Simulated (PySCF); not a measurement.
**methylboronic acid (CH₅BO₂): geometry, NMR shifts, spin-spin couplings, electronic excitations and core binding energies**

Aim: predict the NMR shifts, spin-spin couplings, electronic excitations and core binding energies of methylboronic acid (CH₅BO₂) (`CB(O)O`).

The runs use PySCF 2.14.0, with density-fitted response routines of our own; the level of theory stands in each step. All values are computed, except where a source is named. Atoms count from 0, in the outputs and in this text.

## (1) The starting structure

9 atoms, charge 0, multiplicity 1; geometry from: GFN2-xTB.

Bonds of the start (Å): C0–B1 1.61, B1–O2 1.35, B1–O3 1.35, C0–H4 1.09, C0–H5 1.09, C0–H6 1.09, O2–H7 0.96, O3–H8 0.96.

## (2) Geometry optimisation at PBE0-D3(BJ)/def2-SVP

The job: settings as JSON, then the geometry in Å.

```
{"job": {"xc": "PBE0", "basis": "def2-SVP", "d3": "d3bj", "grid": 1, "kind": "geom"}, "charge": 0, "multiplicity": 1}
C      0.938664    -0.234305     0.075336
B     -0.613527     0.153884    -0.068340
O     -1.594276    -0.777283    -0.103734
O     -1.034875     1.437444    -0.141724
H      1.162691    -1.210853    -0.347700
H      1.221834    -0.269181     1.126302
H      1.592200     0.489593    -0.406095
H     -1.308224    -1.686981    -0.048164
H     -0.350925     2.103675    -0.111061
```

**Question.** This job is followed by: GIAO PBE0/pcSseg-1 NMR shielding, non-relativistic, gas phase; B3LYP/pcJ-1 indirect spin-spin coupling, non-relativistic, gas phase; TDDFT CAM-B3LYP/def2-SVPD, vertical, gas phase, core orbitals frozen in the response; GIAO PBE0/pcSseg-2 NMR shielding, non-relativistic, gas phase; delta-SCF UKS SCAN, pcX-2 on the ionised atom, pcseg-1 elsewhere, spin-free X2C. What will the session give for the following? point group; rotational constants (main isotopes); 13C shifts against TMS (PBE0/pcSseg-1); 1H shifts against TMS (PBE0/pcSseg-1, means over atoms taken as alike); 11B shifts against BF3·OEt2 (PBE0/pcSseg-1); 17O shifts against H2O (PBE0/pcSseg-1, means over atoms taken as alike); largest coupling of the table (B3LYP/pcJ-1); lowest singlet (CAM-B3LYP/def2-SVPD); brightest single state of those computed; lowest triplet; vertical ionisation energy (ΔSCF); C1s binding energies, SCAN/pcX-2; B1s binding energies, SCAN/pcX-2; O1s binding energies, SCAN/pcX-2; range of the shift of O2.

As calculated:

| quantity | value |
| --- | --- |
| point group | Cs |
| rotational constants (main isotopes) | 9.57, 8.28, 4.56 GHz |
| 13C shifts against TMS (PBE0/pcSseg-1) | 0.2 ppm |
| 1H shifts against TMS (PBE0/pcSseg-1, means over atoms taken as alike) | 3.44, 0.11 ppm |
| 11B shifts against BF3·OEt2 (PBE0/pcSseg-1) | 31.3 ppm |
| 17O shifts against H2O (PBE0/pcSseg-1, means over atoms taken as alike) | 138.4 ppm |
| largest coupling of the table (B3LYP/pcJ-1) | 1J(C,H) C0–H4, 123.8 Hz |
| lowest singlet (CAM-B3LYP/def2-SVPD) | 7.92 eV (157 nm), f = 0.049 |
| brightest single state of those computed | state 7, 9.61 eV, f = 0.142 |
| lowest triplet | 7.70 eV |
| vertical ionisation energy (ΔSCF) | 11.65 eV |
| C1s binding energies, SCAN/pcX-2 | C0 290.57 eV |
| B1s binding energies, SCAN/pcX-2 | B1 197.36 eV |
| O1s binding energies, SCAN/pcX-2 | O2 538.97 eV |
| range of the shift of O2 | 134.1 to 138.4 ppm |

What this shows: Relaxing lowered the energy by 0.030 eV in 3 steps; the close pair that moved most is C0–B1, from 1.606 to 1.587 Å. No frequency check was run at this level, so the end point may be a saddle. At PBE0/pcSseg-1: The widest tensor belongs to O2, O3: span 198 ppm, with a paramagnetic part of -190 ppm. In the run at B3LYP/pcJ-1, the largest coupling of the table is C0–H4 (mean over like pairs), 123.8 Hz, of which the Fermi-contact term gives 121.3 Hz. The first singlet state (HOMO→LUMO 0.95) lies at 7.92 eV and is weak; of the 10 states computed, the strongest absorption comes from state 7 at 9.61 eV. The lowest triplet lies 0.22 eV below the lowest singlet (triplets in Tamm-Dancoff, singlets in full TDDFT). The orbital energy would give 10.54 eV for ionisation, ΔSCF gives 11.65 eV. In ppm, O2 (with its like atoms) moves most: its shift spreads over 4.3 ppm, from 134.1 (PBE0/pcSseg-2) to 138.4 (PBE0/pcSseg-1).
